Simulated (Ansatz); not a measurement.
Working through a charge-density difference against the sublattices of ZrTi, space group P-6m2

Program: the Python package of Ansatz (0.2.0).

The cells in order, each with its output:

```python
import ansatz as az
import numpy as np
```

```python
vectors0 = np.array([
    [3.108994, 0.0, 0.0],
    [-1.554497, 2.692468, 0.0],
    [0.0, 0.0, 4.920467],
])
sites = [
    ("Zr", (0.0, 0.0, 0.0)),
    ("Ti", (1 / 3, 2 / 3, 0.5)),
]


def build(cell):
    crystal = az.Crystal(lattice=az.Lattice.of(cell))
    for symbol, position in sites:
        crystal = crystal.atom(symbol, position)
    return crystal
```

```python
def solve(crystal):
    return (
        crystal.calculation()
        .mixing("broyden")
        .functional(az.Functional.LDA)
        .occupations(az.OccupationsMethod.FERMI_DIRAC, width=0.02)
        .basis(460, grid_basis="typed")
        .kpoints(11, 11, 6)
        .density()
        .run(threads=1)
    )


whole = solve(build(vectors0))
difference = whole.density().channels[0].density_e_per_ang3.copy()
binding = whole.report["free_energy_ev"]
for element in ["Zr", "Ti"]:
    part = az.Crystal(lattice=az.Lattice.of(vectors0))
    for symbol, position in sites:
        if symbol == element:
            part = part.atom(symbol, position)
    alone = solve(part)
    difference -= alone.density().channels[0].density_e_per_ang3
    binding -= alone.report["free_energy_ev"]
    print(f"{element} sublattice: {alone.report['n_electrons']:g} electrons, {alone.report['n_iterations']} iterations")
```

    Zr sublattice: 12 electrons, 7 iterations
    Ti sublattice: 12 electrons, 7 iterations

```python
voxel = abs(np.linalg.det(vectors0)) / difference.size
print(f"energy of the crystal less its unpolarised sublattices: {binding / len(sites):.4f} eV/atom")
print(f"net charge of the difference {difference.sum() * voxel:.5f} e, charge rearranged {0.5 * np.abs(difference).sum() * voxel:.3f} e")
print(f"extremes {difference.min():.4f} and {difference.max():.4f} e/A^3")
for (symbol, position) in sites:
    index = tuple(int(round(p * n)) % n for p, n in zip(position, difference.shape))
    print(f"  change of the pseudo-density at the grid point nearest {symbol}: {difference[index]:+.4f} e/A^3")
profile = difference.mean(axis=(0, 1))
print("planar mean along the third vector:", np.round(profile[:: max(len(profile) // 12, 1)], 4))
```

    energy of the crystal less its unpolarised sublattices: -2.0974 eV/atom
    net charge of the difference 0.00000 e, charge rearranged 0.546 e
    extremes -0.1138 and 0.1598 e/A^3
      change of the pseudo-density at the grid point nearest Zr: -0.0161 e/A^3
      change of the pseudo-density at the grid point nearest Ti: -0.0538 e/A^3
    planar mean along the third vector: [-0.0096 -0.0268  0.0097  0.036   0.0221 -0.0279 -0.0173 -0.0279  0.0221
      0.036   0.0097 -0.0268]

Reading the output:
- These settings explore the input space; cutoff and mesh may be short of convergence.
- For a metal this k-point mesh is coarse: on a finer one energies can move by several to tens of meV an atom and pressures by half a GPa or more, differences at one mesh by less.
- Densities and potentials on the grid are those of the valence electrons, and inside the cores they hang on the potentials used.
- This cell is a computed structure, which may not be the phase found in nature.
- Charge moved counts every rearrangement, bonding and polarisation too, and is no transfer between atoms; the bare sublattices are artificial references. Values near the nuclei depend on the potentials.
- Wall time of the script: 7.4 s on 1 thread of Arm Neoverse V1, on a shared host, peak memory 0.41 GiB.
